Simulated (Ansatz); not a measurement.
**SiGeH₅NO: one species, many methods**

Aim: compute SiGeH₅NO with functionals from several rungs and with coupled cluster. The yardstick is the atomisation energy at the CCSD(T) limit.

Method: functionals in def2-TZVPP, the program's frozen cores in correlated methods; program: Ansatz 0.2.0, Gaussian basis.

The runs, in order: PBE-D4, r2SCAN-D4, PBE0-D4, B3LYP-D4, ωB97X-V, ωB97M-V, B2PLYP; CCSD(T)/def2-TZVPP; MP2/def2-QZVPP; extrapolation to the limit.

## (1) The geometry

An earlier PBE0-D4/def2-TZVP relaxation fixed the geometry.

SMILES `O[SiH]1[NH][GeH2]1`, 9 atoms, charge 0, spin multiplicity 1.

Atoms are counted from 1 here; the program's logs count them from 0.

Bond lengths: O1–Si2 1.641 Å, O1–H5 0.959 Å, Si2–N3 1.677 Å, Si2–Ge4 2.296 Å, Si2–H6 1.489 Å, N3–Ge4 1.899 Å, N3–H7 1.005 Å, Ge4–H8 1.541 Å, Ge4–H9 1.543 Å. Angles: Si2–O1–H5 116.5°, O1–Si2–N3 117.6°, O1–Si2–Ge4 124.4°, O1–Si2–H6 107.1°, N3–Si2–Ge4 54.4°, N3–Si2–H6 120.4°, Ge4–Si2–H6 123.8°, Si2–N3–Ge4 79.7°, Si2–N3–H7 142.7°, Ge4–N3–H7 137.7°, Si2–Ge4–N3 45.9°, Si2–Ge4–H8 123.8°, Si2–Ge4–H9 126.6°, N3–Ge4–H8 112.3°, N3–Ge4–H9 112.9°, H8–Ge4–H9 109.5°.

## (2) PBE-D4 (GGA)

Input file in.yaml:

```yaml
crystal:
  periodic: [false, false, false]
  atoms:
    - {symbol: O, position_ang: [-0.648287, 0.943762, -1.814234]}
    - {symbol: Si, position_ang: [-0.050579, 0.790209, -0.293796]}
    - {symbol: N, position_ang: [1.045719, -0.446854, -0.010336]}
    - {symbol: Ge, position_ang: [-0.407683, -1.026397, 1.064873]}
    - {symbol: H, position_ang: [-0.989613, 1.807307, -2.054135]}
    - {symbol: H, position_ang: [0.214432, 2.163960, 0.214425]}
    - {symbol: H, position_ang: [1.964582, -0.772779, -0.256068]}
    - {symbol: H, position_ang: [-1.001562, -2.360711, 0.574329]}
    - {symbol: H, position_ang: [-0.038410, -1.144795, 2.557942]}
basis:
  gaussian: {orbitals: def2-TZVPP}
hamiltonian: {xc: pbe, dispersion: d4}
output: {forces: true, orbitals: {seedname: orbitals}}
```

Started as:

```bash
$ ansatz run in.yaml --threads 4 --pin off --events-out ev --progress --plain --max-ram 10444MiB
```

Further steps of the session: r2SCAN-D4 (meta-GGA); PBE0-D4 (hybrid); B3LYP-D4 (hybrid); ωB97X-V (range-separated); ωB97M-V (range-separated); B2PLYP (double hybrid); CCSD(T) in def2-TZVPP; MP2 in def2-QZVPP.

**Question.** What will the summary of the whole plan be? Wanted: atomisation energy, CCSD(T)/CBS; farthest; mean size of error, hybrid; mean size of error, range-separated; gap, smallest and largest; T1 diagnostic; triples share of the correlation energy.

The runs gave:

```
                               quantity                                 value
        atomisation energy, CCSD(T)/CBS                        697.0 kcal/mol
functionals within 7.0 kcal/mol (1.0 %)   PBE-D4, r2SCAN-D4, ωB97X-V, ωB97M-V
                               farthest               B2PLYP (-13.9 kcal/mol)
             mean size of error, hybrid                          9.4 kcal/mol
    mean size of error, range-separated                          2.6 kcal/mol
              gap, smallest and largest  4.61 eV (PBE-D4), 10.74 eV (ωB97X-V)
                          T1 diagnostic                                0.0129
triples share of the correlation energy                                 3.8 %
```

In words: PBE-D4 is off by +3.6 kcal/mol, about 0.4 kcal/mol a bond. Double hybrids carry the basis error of their MP2 part in triple zeta, and no dispersion term here, so their miss is partly the set-up's. Misses under about 7.0 kcal/mol are within the doubt on the reference itself, which lacks core-valence correlation, relativity and higher excitations, and its outer-core shells are covered unevenly. Hartree-Fock recovers 67 % of the binding; the rest is correlation. The gap grows from 4.6 to 10.7 eV across the functionals, mostly with the share of exact exchange. Correlated methods include outer-core shells of Ge, which these sets cover unevenly.
